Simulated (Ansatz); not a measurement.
# Zn3GeO: the cost of one run

Method: DFT PBE, scalar-relativistic, plane waves, PAW, in Ansatz 0.2.0.

### Step 1. The system as given

The structure is tetragonal, space group P4mm (No. 99). The conventional cell has a = 4.087 Å, b = 4.087 Å, c = 4.088 Å, α = 90.00°, β = 90.00°, γ = 90.00°. Zn (site symmetry 2mm) is surrounded by 2 Ge at 2.04 Å and 4 O at 2.87 to 2.91 Å and 8 Zn at 2.89 Å. Zn (site symmetry 4mm) is surrounded by 2 Ge at 2.04 Å and 4 Zn at 2.89 Å and 4 O at 2.89 Å. Around Ge (site symmetry 4mm) lie 6 Zn at 2.04 Å. Around O (site symmetry 4mm) lie 12 Zn at 2.87 to 2.91 Å.

As a file:

```cif
data_structure
_symmetry_space_group_name_H-M 'P 1'
_symmetry_Int_Tables_number 1
_cell_length_a 4.0873
_cell_length_b 4.0873
_cell_length_c 4.0878
_cell_angle_alpha 90.000
_cell_angle_beta 90.000
_cell_angle_gamma 90.000
_cell_volume 68.29
loop_
_atom_site_label
_atom_site_type_symbol
_atom_site_fract_x
_atom_site_fract_y
_atom_site_fract_z
_atom_site_occupancy
Zn1 Zn 0.50000 0.00000 0.48630 1
Zn2 Zn 0.00000 0.00000 0.98662 1
Zn3 Zn 0.00000 0.50000 0.48630 1
Ge1 Ge 0.00000 0.00000 0.48667 1
O1 O 0.50000 0.50000 0.99206 1
```

Recipe of the guess: species swapped into a database cell of KAgCl3 (P4mm, No. 99), with O on the K sites, Ge on the Ag sites and Zn on the Cl sites. Lengths come from tabulated atomic sizes and are only a guess.

### Step 2. The guess as it stands, on a coarse mesh

Contents of input.yaml:

```yaml
crystal:
  lattice:
    - [4.08731534, 0.0, 0.0]
    - [0.0, 4.08731534, 0.0]
    - [0.0, 0.0, 4.08784742]
  atoms:
    - { symbol: Zn, position: [0.5, 0.0, 0.48630431] }
    - { symbol: Zn, position: [0.0, 0.0, 0.98662496] }
    - { symbol: Zn, position: [0.0, 0.5, 0.48630431] }
    - { symbol: Ge, position: [0.0, 0.0, 0.4866651] }
    - { symbol: O, position: [0.5, 0.5, 0.9920643] }
basis:
  ecutwfc: 420
kpoints:
  mp_grid: { grid: [4, 4, 4] }
hamiltonian:
  xc: pbe
scf:
  occupations: { method: gaussian, width: 0.1 }
  lower_state_search: "off"
output:
  forces: true
  stress: true
  eigenvalues: true
```

On the command line:

```console
$ ansatz run input.yaml --threads 1 --pin off --max-ram 2560MiB --backend cpu --events-out ev --progress --plain --runs-dir out
```

What time and memory should one allow on 1 thread of Arm Neoverse N1, shared host?

About 7.9 s, with a peak of 0.31 GiB.
